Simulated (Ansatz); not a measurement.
# CH5FOSi: two geometries relaxed

Are the two ends of the reaction (1,2-elimination) separate minima, and which lies lower? Each is relaxed from a guess. Meant to form: H4–F2; to break: Si1–F2, H4–O3. The start is a guess near the saddle point, from which both ends are pulled out.

All numbers below are computed with Ansatz 0.2.0 (RKS PBE/def2-SVP).

## (1) The starting structure

Bond lengths: Si1–F2 2.001 Å, Si1–O3 1.566 Å, Si1–H5 1.450 Å, Si1–C6 1.886 Å, C6–H7 1.086 Å, C6–H8 1.087 Å, C6–H9 1.086 Å. Angles: F2–Si1–O3 77.7°, F2–Si1–H5 100.0°, F2–Si1–C6 106.9°, O3–Si1–H5 121.7°, O3–Si1–C6 122.2°, H5–Si1–C6 114.2°, Si1–C6–H7 111.6°, Si1–C6–H8 111.0°, Si1–C6–H9 110.9°, H7–C6–H8 107.9°, H7–C6–H9 107.5°, H8–C6–H9 107.8°.

Structure file:

```xyz
9

Si   -0.6013   -0.3410   -0.2067
F    -0.2550    0.7534   -1.8458
O    -0.1997   -1.4305   -1.2570
H    -0.0842   -0.4254   -2.0337
H    -1.9871    0.0056    0.0405
C     0.5946    0.2634    1.1200
H     0.2362    0.0289    2.1182
H     1.5728   -0.1949    1.0006
H     0.7236    1.3404    1.0638
```

## (2) Pulling towards end A

Springs on the bonds that form and break draw the guess towards this end; the thresholds are loose.

input.yaml

```yaml
crystal:
  periodic: [false, false, false]
  atoms:
    - { symbol: Si, position_ang: [-0.6013, -0.341, -0.2067] }
    - { symbol: F, position_ang: [-0.255, 0.7534, -1.8458] }
    - { symbol: O, position_ang: [-0.1997, -1.4305, -1.257] }
    - { symbol: H, position_ang: [-0.0842, -0.4254, -2.0337] }
    - { symbol: H, position_ang: [-1.9871, 0.0056, 0.0405] }
    - { symbol: C, position_ang: [0.5946, 0.2634, 1.12] }
    - { symbol: H, position_ang: [0.2362, 0.0289, 2.1182] }
    - { symbol: H, position_ang: [1.5728, -0.1949, 1.0006] }
    - { symbol: H, position_ang: [0.7236, 1.3404, 1.0638] }
basis:
  gaussian: { orbitals: def2-SVP }
hamiltonian:
  xc: pbe
relax:
  f_tol: 0.15
  max_steps: 25
  restrain:
    - { distance: [3, 1], at: 2.18, k: 30.0 }
    - { distance: [0, 1], at: 1.68, k: 30.0 }
    - { distance: [3, 2], at: 0.97, k: 30.0 }
output:
  orbitals: {}
```

On the command line:

```sh
$ ansatz run input.yaml --threads 2 --pin off --max-ram 3072MiB --backend cpu --events-out ev --progress --plain --runs-dir out
```

The program printed:

```text
Warning: RAYON_NUM_THREADS=2 ignored (pool sized by the plan → 2); use --threads N
The last accepted step is kept in <dir> (removed where the run ends without a failure and the disk answers)
Engine: ansatz 0.2.0, x86_64-unknown-linux-gnu
Functional definition: PBE
  parameter kappa = 0.804
  parameter beta = 0.06672455060314922
  exchange = pbe_x(kappa = kappa, mu = beta*pi^2/3)
  correlation = pbe_c(beta = beta)
935 factors; their error is unknown
mean field evaluation 1: about -13731.2417 eV, gradient 7.8e1 eV
mean field evaluation 2: about -13671.6766 eV, gradient 1.7e2 eV
mean field evaluation 4: about -13742.9468 eV, gradient 1.5e1 eV
mean field evaluation 8: about -13743.3682 eV, gradient 7.6e-2 eV
mean field evaluation 16: about -13743.3099 eV, gradient 3.9e-5 eV
mean field -13743.30993824 eV, -505.0573246802 hartree, gradient 3.9e-5 eV, S^2 0.000000; 0 other end points of the search recorded, 0 dependent functions left out
the calculation of the forces begins
reference -13743.30997009 eV, -505.0573258506 hartree; 21, 21 occupied and 64, 64 virtual orbitals, 935 factors
relax step   1: F+E_penalty+E_count = -13743.30993824 eV  Δ(F+E_penalty+E_count) = +0.000e0 eV  max|allowed force component| = 2.442e0 eV/Å  E_restraint = 17.18082919 eV  max|allowed force component, restraints' pulls added| = 3.692e1 eV/Å  Δτ_max = 0.0000 Å  (26 SCF iters, accepted)
  distance H 3 - F 1 = 1.2058 Å
  distance Si 0 - F 1 = 2.0011 Å
  distance H 3 - O 2 = 1.2755 Å
these checks for a lower state are left out or cut short: starts, cluster_reference, orbital_swaps, neighbouring_geometries, increment
935 factors; their error is unknown
mean field -13744.13730860 eV, -505.0877299801 hartree, gradient 1.4e-5 eV, S^2 0.000000; 0 other end points of the search recorded, 0 dependent functions left out
the calculation of the forces begins
reference -13744.13734026 eV, -505.0877311437 hartree; 21, 21 occupied and 64, 64 virtual orbitals, 935 factors
relax step   2: F+E_penalty+E_count = -13744.13730860 eV  Δ(F+E_penalty+E_count) = -8.274e-1 eV  max|allowed force component| = 4.026e0 eV/Å  E_restraint = 6.96486717 eV  max|allowed force component, restraints' pulls added| = 2.372e1 eV/Å  Δτ_max = 0.1953 Å  (32 SCF iters, accepted)
  distance H 3 - F 1 = 1.5472 Å
  distance Si 0 - F 1 = 1.8878 Å
  distance H 3 - O 2 = 1.1139 Å
these checks for a lower state are left out or cut short: starts, cluster_reference, orbital_swaps, neighbouring_geometries, increment
935 factors; their error is unknown
mean field evaluation 32: about -13744.9634 eV, gradient 1.4e-5 eV
mean field -13744.96339736 eV, -505.1180881821 hartree, gradient 1.4e-5 eV, S^2 0.000000; 0 other end points of the search recorded, 0 dependent functions left out
the calculation of the forces begins
reference -13744.96342904 eV, -505.1180893464 hartree; 21, 21 occupied and 64, 64 virtual orbitals, 935 factors
relax step   3: F+E_penalty+E_count = -13744.96339736 eV  Δ(F+E_penalty+E_count) = -8.261e-1 eV  max|allowed force component| = 2.868e0 eV/Å  E_restraint = 1.48473556 eV  max|allowed force component, restraints' pulls added| = 8.867e0 eV/Å  Δτ_max = 0.1966 Å  (34 SCF iters, accepted)
  distance H 3 - F 1 = 1.8783 Å
  distance Si 0 - F 1 = 1.7691 Å
  distance H 3 - O 2 = 0.9693 Å
these checks for a lower state are left out or cut short: starts, cluster_reference, orbital_swaps, neighbouring_geometries, increment
935 factors; their error is unknown
mean field -13745.39361315 eV, -505.1338983209 hartree, gradient 1.4e-5 eV, S^2 0.000000; 0 other end points of the search recorded, 0 dependent functions left out
the calculation of the forces begins
reference -13745.39364467 eV, -505.1338994792 hartree; 21, 21 occupied and 64, 64 virtual orbitals, 935 factors
relax step   4: F+E_penalty+E_count = -13745.39361315 eV  Δ(F+E_penalty+E_count) = -4.302e-1 eV  max|allowed force component| = 6.754e-1 eV/Å  E_restraint = 0.03358831 eV  max|allowed force component, restraints' pulls added| = 1.129e0 eV/Å  Δτ_max = 0.1969 Å  (35 SCF iters, accepted)
  distance H 3 - F 1 = 2.2028 Å
  distance Si 0 - F 1 = 1.6421 Å
  distance H 3 - O 2 = 0.9868 Å
these checks for a lower state are left out or cut short: starts, cluster_reference, orbital_swaps, neighbouring_geometries, increment
935 factors; their error is unknown
mean field -13745.42219637 eV, -505.1349487347 hartree, gradient 1.6e-5 eV, S^2 0.000000; 0 other end points of the search recorded, 0 dependent functions left out
the calculation of the forces begins
reference -13745.42222807 eV, -505.1349498996 hartree; 21, 21 occupied and 64, 64 virtual orbitals, 935 factors
relax step   5: F+E_penalty+E_count = -13745.42219637 eV  Δ(F+E_penalty+E_count) = -2.858e-2 eV  max|allowed force component| = 4.707e-1 eV/Å  E_restraint = 0.02047724 eV  max|allowed force component, restraints' pulls added| = 9.158e-1 eV/Å  Δτ_max = 0.0725 Å  (27 SCF iters, accepted)
  distance H 3 - F 1 = 2.1977 Å
  distance Si 0 - F 1 = 1.6490 Å
  distance H 3 - O 2 = 0.9796 Å
these checks for a lower state are left out or cut short: starts, cluster_reference, orbital_swaps, neighbouring_geometries, increment
935 factors; their error is unknown
mean field -13745.42435203 eV, -505.1350279539 hartree, gradient 1.5e-5 eV, S^2 0.000000; 0 other end points of the search recorded, 0 dependent functions left out
the calculation of the forces begins
reference -13745.42438382 eV, -505.1350291222 hartree; 21, 21 occupied and 64, 64 virtual orbitals, 935 factors
relax step   6: F+E_penalty+E_count = -13745.42435203 eV  Δ(F+E_penalty+E_count) = -2.156e-3 eV  max|allowed force component| = 5.322e-1 eV/Å  E_restraint = 0.00602428 eV  max|allowed force component, restraints' pulls added| = 2.284e-1 eV/Å  Δτ_max = 0.0599 Å  (27 SCF iters, accepted)
  distance H 3 - F 1 = 2.1957 Å
  distance Si 0 - F 1 = 1.6695 Å
  distance H 3 - O 2 = 0.9767 Å
these checks for a lower state are left out or cut short: starts, cluster_reference, orbital_swaps, neighbouring_geometries, increment
935 factors; their error is unknown
mean field -13745.43951049 eV, -505.1355850169 hartree, gradient 2.5e-5 eV, S^2 0.000000; 0 other end points of the search recorded, 0 dependent functions left out
the calculation of the forces begins
reference -13745.43954219 eV, -505.1355861819 hartree; 21, 21 occupied and 64, 64 virtual orbitals, 935 factors
relax step   7: F+E_penalty+E_count = -13745.43951049 eV  Δ(F+E_penalty+E_count) = -1.516e-2 eV  max|allowed force component| = 4.342e-1 eV/Å  E_restraint = 0.00804535 eV  max|allowed force component, restraints' pulls added| = 1.612e-1 eV/Å  Δτ_max = 0.1600 Å  (26 SCF iters, accepted)
  distance H 3 - F 1 = 2.1964 Å
  distance Si 0 - F 1 = 1.6648 Å
  distance H 3 - O 2 = 0.9760 Å
these checks for a lower state are left out or cut short: starts, cluster_reference, orbital_swaps, neighbouring_geometries, increment
935 factors; their error is unknown
mean field evaluation 64: about -13745.4330 eV, gradient 2.5e-1 eV
mean field -13745.43324121 eV, -505.1353546251 hartree, gradient 9.5e-6 eV, S^2 0.000000; 0 other end points of the search recorded, 0 dependent functions left out
the calculation of the forces begins
reference -13745.43327272 eV, -505.1353557833 hartree; 21, 21 occupied and 64, 64 virtual orbitals, 935 factors
relax step   8: F+E_penalty+E_count = -13745.43324121 eV  Δ(F+E_penalty+E_count) = +6.269e-3 eV  max|allowed force component| = 6.046e-1 eV/Å  E_restraint = 0.01260929 eV  max|allowed force component, restraints' pulls added| = 6.046e-1 eV/Å  Δτ_max = 0.1995 Å  (27 SCF iters, rejected (line search))
  distance H 3 - F 1 = 2.2056 Å
  distance Si 0 - F 1 = 1.6694 Å
  distance H 3 - O 2 = 0.9786 Å
these checks for a lower state are left out or cut short: starts, cluster_reference, orbital_swaps, neighbouring_geometries, increment
935 factors; their error is unknown
mean field -13745.44812256 eV, -505.1359015048 hartree, gradient 2.0e-5 eV, S^2 0.000000; 0 other end points of the search recorded, 0 dependent functions left out
the calculation of the forces begins
reference -13745.44815420 eV, -505.1359026674 hartree; 21, 21 occupied and 64, 64 virtual orbitals, 935 factors
relax step   9: F+E_penalty+E_count = -13745.44812256 eV  Δ(F+E_penalty+E_count) = -8.612e-3 eV  max|allowed force component| = 4.532e-1 eV/Å  E_restraint = 0.00834645 eV  max|allowed force component, restraints' pulls added| = 4.907e-2 eV/Å  Δτ_max = 0.0997 Å  (27 SCF iters, accepted)
  distance H 3 - F 1 = 2.1967 Å
  distance Si 0 - F 1 = 1.6646 Å
  distance H 3 - O 2 = 0.9764 Å
these checks for a lower state are left out or cut short: starts, cluster_reference, orbital_swaps, neighbouring_geometries, increment
935 factors; their error is unknown
mean field -13745.45165915 eV, -505.1360314721 hartree, gradient 1.9e-5 eV, S^2 0.000000; 0 other end points of the search recorded, 0 dependent functions left out
the calculation of the forces begins
reference -13745.45169071 eV, -505.1360326316 hartree; 21, 21 occupied and 64, 64 virtual orbitals, 935 factors
relax step  10: F+E_penalty+E_count = -13745.45165915 eV  Δ(F+E_penalty+E_count) = -3.537e-3 eV  max|allowed force component| = 4.763e-1 eV/Å  E_restraint = 0.00880317 eV  max|allowed force component, restraints' pulls added| = 2.249e-1 eV/Å  Δτ_max = 0.0975 Å  (27 SCF iters, accepted)
  distance H 3 - F 1 = 2.1991 Å
  distance Si 0 - F 1 = 1.6668 Å
  distance H 3 - O 2 = 0.9769 Å
these checks for a lower state are left out or cut short: starts, cluster_reference, orbital_swaps, neighbouring_geometries, increment
935 factors; their error is unknown
mean field -13745.45316080 eV, -505.1360866566 hartree, gradient 1.7e-5 eV, S^2 0.000000; 0 other end points of the search recorded, 0 dependent functions left out
the calculation of the forces begins
reference -13745.45319235 eV, -505.1360878161 hartree; 21, 21 occupied and 64, 64 virtual orbitals, 935 factors
relax step  11: F+E_penalty+E_count = -13745.45316080 eV  Δ(F+E_penalty+E_count) = -1.502e-3 eV  max|allowed force component| = 4.635e-1 eV/Å  E_restraint = 0.00777236 eV  max|allowed force component, restraints' pulls added| = 9.650e-2 eV/Å  Δτ_max = 0.0197 Å  (28 SCF iters, accepted)
  distance H 3 - F 1 = 2.1966 Å
  distance Si 0 - F 1 = 1.6658 Å
  distance H 3 - O 2 = 0.9765 Å
935 factors; their error is unknown
mean field evaluation 96: about -13745.5031 eV, gradient 1.9e0 eV
mean field -13745.45316080 eV, -505.1360866566 hartree, gradient 1.7e-5 eV, S^2 0.000000; 1 other end points of the search recorded, 0 dependent functions left out
the calculation of the forces begins
reference -13745.45319235 eV, -505.1360878161 hartree; 21, 21 occupied and 64, 64 virtual orbitals, 935 factors
Total energy: -13745.45319235 eV, -505.1360878161 hartree
Atom 0 at    -0.546140    -0.004839    -0.370118 Å, force     0.086518     0.300281    -0.361143 eV/Å
Atom 1 at    -0.186964     1.007233    -1.643529 Å, force    -0.122490     0.188645     0.463491 eV/Å
Atom 2 at    -0.277004    -1.469765    -1.137119 Å, force    -0.038762    -0.050351     0.184628 eV/Å
Atom 3 at    -0.082822    -1.150846    -2.039407 Å, force     0.059562    -0.433799    -0.264952 eV/Å
Atom 4 at    -1.987100     0.202133    -0.009774 Å, force     0.013362    -0.001861    -0.005358 eV/Å
Atom 5 at     0.593179     0.305705     1.070167 Å, force     0.031131     0.027413     0.058527 eV/Å
Atom 6 at     0.340428    -0.366173     1.920094 Å, force     0.024533     0.046276    -0.078786 eV/Å
Atom 7 at     1.649761     0.121620     0.782504 Å, force    -0.061892     0.019896     0.029071 eV/Å
Atom 8 at     0.496562     1.354831     1.427082 Å, force     0.008039    -0.096500    -0.025477 eV/Å
Dipole moment:     0.091610     0.069328     0.194767 e Å
```

Run time: 15 s. Hardware: 2 threads of Intel Xeon Platinum 8375C at 2.90GHz (Ice Lake), shared host; peak memory 0.17 GiB.

The steps of the relaxation:

```
step  energy from step 1 (eV)  largest force component (eV/Å)
   1                   0.0000                          2.4418
   2                  -0.8274                          4.0257
   3                  -1.6535                          2.8677
   4                  -2.0837                          0.6754
   5                  -2.1123                          0.4707
   6                  -2.1144                          0.5322
   7                  -2.1296                          0.4342
  8x                  -2.1233                          0.6046
   9                  -2.1382                          0.4532
  10                  -2.1417                          0.4763
  11                  -2.1432                          0.4635
```

Step 1 is the start. 1 step was tried and not accepted (marked x). Energies and forces in the table leave out the springs, which the log lists apart; the run stops on the force with the springs' pull added.

After: Bond lengths: Si1–F2 1.666 Å, Si1–O3 1.675 Å, O3–H4 0.976 Å, Si1–H5 1.500 Å, Si1–C6 1.863 Å, C6–H7 1.113 Å, C6–H8 1.110 Å, C6–H9 1.112 Å. Angles: F2–Si1–O3 98.4°, F2–Si1–H5 107.9°, F2–Si1–C6 111.0°, O3–Si1–H5 112.6°, O3–Si1–C6 113.7°, H5–Si1–C6 112.3°, Si1–O3–H4 99.8°, Si1–C6–H7 110.6°, Si1–C6–H8 110.7°, Si1–C6–H9 110.6°, H7–C6–H8 108.3°, H7–C6–H9 107.7°, H8–C6–H9 108.8°.

Pairs that crossed the distance rule for bonds on the way: came closer O3–H4.

## (3) End point A

It starts where the restrained run ended.

input.yaml

```yaml
crystal:
  periodic: [false, false, false]
  atoms:
    - { symbol: Si, position_ang: [-0.54614, -0.004839, -0.370118] }
    - { symbol: F, position_ang: [-0.186964, 1.007233, -1.643529] }
    - { symbol: O, position_ang: [-0.277004, -1.469765, -1.137119] }
    - { symbol: H, position_ang: [-0.082822, -1.150846, -2.039407] }
    - { symbol: H, position_ang: [-1.9871, 0.202133, -0.009774] }
    - { symbol: C, position_ang: [0.593179, 0.305705, 1.070167] }
    - { symbol: H, position_ang: [0.340428, -0.366173, 1.920094] }
    - { symbol: H, position_ang: [1.649761, 0.12162, 0.782504] }
    - { symbol: H, position_ang: [0.496562, 1.354831, 1.427082] }
basis:
  gaussian: { orbitals: def2-SVP }
hamiltonian:
  xc: pbe
relax:
  f_tol: 0.03
  max_steps: 50
```

On the command line:

```sh
$ ansatz run input.yaml --threads 2 --pin off --max-ram 3072MiB --backend cpu --events-out ev --progress --plain --runs-dir out
```

The program printed, cut to the lines that bear on the results:

```text
Warning: RAYON_NUM_THREADS=2 ignored (pool sized by the plan → 2); use --threads N
[...]
Functional definition: PBE
[...]
935 factors; their error is unknown
[...]
mean field -13745.45315694 eV, -505.1360865148 hartree, gradient 5.9e-5 eV, S^2 0.000000; 0 other end points of the search recorded, 0 dependent functions left out
[...]
reference -13745.45318875 eV, -505.1360876836 hartree; 21, 21 occupied and 64, 64 virtual orbitals, 935 factors
relax step   1: F+E_penalty+E_count = -13745.45315694 eV  Δ(F+E_penalty+E_count) = +0.000e0 eV  max|allowed force component| = 4.634e-1 eV/Å  Δτ_max = 0.0000 Å  (25 SCF iters, accepted)
[...]
relax step   4: F+E_penalty+E_count = -13745.57225143 eV  Δ(F+E_penalty+E_count) = -1.840e-2 eV  max|allowed force component| = 6.495e-1 eV/Å  Δτ_max = 0.0329 Å  (28 SCF iters, accepted)
[...]
Total energy: -13745.63304764 eV, -505.1426973760 hartree
Atom 0 at    -0.444913     0.100165    -0.456882 Å, force    -0.000151     0.001740    -0.010670 eV/Å
Atom 1 at    -0.131833     1.323365    -1.509865 Å, force    -0.001685    -0.005295     0.007280 eV/Å
Atom 2 at    -0.007198    -1.355717    -1.148842 Å, force    -0.000700     0.000320    -0.004634 eV/Å
Atom 3 at    -0.526922    -1.629320    -1.924224 Å, force     0.001244    -0.000930     0.000689 eV/Å
Atom 4 at    -1.924597     0.166095    -0.204666 Å, force    -0.001748     0.002154     0.001039 eV/Å
Atom 5 at     0.593567     0.316340     1.071086 Å, force     0.002613    -0.002941     0.002515 eV/Å
Atom 6 at     0.372545    -0.480002     1.810250 Å, force     0.001823     0.004862     0.002148 eV/Å
Atom 7 at     1.671102     0.261010     0.815890 Å, force    -0.000064    -0.001393     0.000761 eV/Å
Atom 8 at     0.398148     1.297965     1.547153 Å, force    -0.001331     0.001484     0.000872 eV/Å
Dipole moment:    -0.134661    -0.175594     0.094924 e Å
```

It took 13 s on 2 threads of Intel Xeon Platinum 8375C at 2.90GHz (Ice Lake), shared host; peak memory 0.15 GiB.

Step by step:

```
step  energy from step 1 (eV)  largest force component (eV/Å)
   1                   0.0000                          0.4634
   2                  -0.0536                          0.4221
   3                  -0.1007                          1.1856
   4                  -0.1191                          0.6495
   5                  -0.1356                          0.4607
  6x                  -0.0358                          1.4278
   7                  -0.1669                          0.1758
   8                  -0.1773                          0.0511
   9                  -0.1778                          0.3009
 10x                   0.0148                          2.3371
  11                  -0.1796                          0.0621
  12                  -0.1799                          0.0107
```

Step 1 is the start. 2 steps were tried and not accepted (marked x).

After: Bond lengths: Si1–F2 1.644 Å, Si1–O3 1.670 Å, O3–H4 0.973 Å, Si1–H5 1.502 Å, Si1–C6 1.860 Å, C6–H7 1.109 Å, C6–H8 1.109 Å, C6–H9 1.108 Å. Angles: F2–Si1–O3 109.5°, F2–Si1–H5 105.2°, F2–Si1–C6 109.5°, O3–Si1–H5 111.5°, O3–Si1–C6 107.2°, H5–Si1–C6 114.0°, Si1–O3–H4 115.8°, Si1–C6–H7 110.7°, Si1–C6–H8 110.3°, Si1–C6–H9 110.9°, H7–C6–H8 108.1°, H7–C6–H9 108.3°, H8–C6–H9 108.3°.

[end of part 1 of 2]
